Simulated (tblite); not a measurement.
# How the settings of tblite move a run on AlN

Simulated with tblite 0.8.0. This is a test of settings. The cell was built from a prototype and was relaxed with r2SCAN in plane waves (Ansatz 0.2.0). Not every such cell is a known phase. All runs are without spin polarisation.

The symmetry is P6_3mc (No. 186, hexagonal); conventional cell a = 3.107 Å, c = 4.979 Å, 10.40 Å³ an atom. Al has 4 N at 1.89–1.90 Å; N has 4 Al at 1.89–1.90 Å.

The base run uses GFN2-xTB on a cluster of 128 atoms.

```python
import json
from ase import Atoms
from ase.build import make_supercell
from ase.units import Bohr, GPa, Hartree
from tblite.interface import Calculator

atoms = Atoms(['Al', 'Al', 'N', 'N'],
              cell=[[3.10669376, 0.0, 0.0], [-1.55334688, 2.69047572, 0.0], [0.0, 0.0, 4.97859155]],
              scaled_positions=[[0.333333333, 0.666666667, -0.003295473], [0.666666667, 0.333333333, 0.496704527], [0.333333333, 0.666666667, 0.378295473], [0.666666667, 0.333333333, 0.878295473]],
              pbc=True)
cluster = make_supercell(atoms, [[4, 0, 0], [0, 4, 0], [0, 0, 2]])
calc = Calculator('GFN2-xTB', cluster.numbers, cluster.positions / Bohr, lattice=cluster.cell[:] / Bohr, periodic=cluster.pbc)
calc.set('temperature', 0.02 / Hartree)
calc.set('max-iter', 150)
res = calc.singlepoint()
levels = res.get('orbital-energies') * Hartree
nv = round(res.get('orbital-occupations').sum() / 2)
cells = len(cluster) // len(atoms)
out = {'energy_per_cell': res.get('energy') * Hartree / cells, 'homo': levels[nv - 1], 'lumo': levels[nv],
       'stress': (-res.get('virial') * Hartree / cluster.get_volume() / GPa).tolist(), 'charges': res.get('charges')[:len(atoms)].tolist(), 'electrons': 2 * nv / cells}
json.dump(out, open('results.json', 'w'))
for key, value in out.items():
    print(key, value)
```

Command: `python run.py`. It took 30 s on 1 thread of Arm Neoverse N1, on a shared host, peak memory 0.19 GiB.

It converged with a gap of 2.54 eV and a pressure of 5.56 GPa (positive in compression). xTB was fitted to molecules, so gaps, charges and pressures of solids can be far off.

Each further run moved one setting: temperature (electronic temperature in eV); mixer-damping (damping of the charge mixer); charge (charge of the whole cluster); cluster (size of the cluster in conventional cells). Changes are from the base run, which isn't itself converged in every setting; energies of another Hamiltonian, functional, basis or charge aren't compared, and those at a high electronic temperature are mostly its entropy term.

| setting | how it ended | gap change (eV) | energy change (meV/atom) | pressure change (GPa) | time (s) |
| --- | --- | --- | --- | --- | --- |
| temperature = 0.1 | converged | 0.00 | 0.0 | 0.00 | 30 |
| mixer-damping = 0.1 | converged | 0.00 | 0.0 | 0.00 | 30 |
| temperature = 0.001 | converged | 0.00 | 0.0 | 0.00 | 30 |
| charge = -2.0 (poor on purpose) | converged | – | – | – | 29 |
| cluster = 1x1x1 (poor on purpose) | converged | -0.61 | 739.1 | -57.13 | 2 |

temperature = 0.1 changes nothing that matters here. mixer-damping = 0.1 changes nothing that matters here. temperature = 0.001 changes nothing that matters here.
